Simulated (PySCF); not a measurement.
# C4H5FSi: the cost of one run

Programs: PySCF 2.14.0, with density-fitted response routines of our own. Each step states its level of theory. These are calculated values for one molecule in the gas phase, unless marked as measured. Atoms are numbered from 0 throughout.

## Step 1: The starting structure

11 atoms, charge 0, multiplicity 1; geometry from: GFN2-xTB. The atoms were then displaced at random by about 0.01 Å, so the start is not that level's minimum.

Bonds of the start (Å): F0–C1 1.31, C1–C2 1.32, C2–C3 1.49, C3–C4 1.36, C4–Si5 1.88, Si5–C1 1.89, C2–H6 1.09, C3–H7 1.07, C4–H8 1.07, Si5–H9 1.47, Si5–H10 1.45.

## Step 2: Geometry optimisation at PBE0-D3(BJ)/def2-SVP

The job: settings as JSON, then the geometry in Å.

```
{"job": {"xc": "PBE0", "basis": "def2-SVP", "d3": "d3bj", "grid": 1, "shake": 0.01, "kind": "geom"}, "charge": 0, "multiplicity": 1}
F     -2.092430     1.479010    -0.347930
C     -1.001240     0.768760    -0.164740
C      0.159860     1.330200     0.131980
C      1.298970     0.381550     0.302610
C      0.968810    -0.924360     0.130230
Si    -0.858350    -1.115890    -0.280250
H      0.353130     2.390430     0.259140
H      2.266710     0.753840     0.547340
H      1.714910    -1.682960     0.264430
H     -1.645550    -1.795120     0.762440
H     -1.126700    -1.611280    -1.620930
```

Run with:

```
OMP_NUM_THREADS=1 python probes_run.py task.json out
```

One launch serves the whole session: the jobs run in the order shown.

Q: Estimate the wall time and peak memory of this first job on 1 thread of Arm Neoverse V1, shared host.

About 30 s, with a peak of 0.47 GiB.
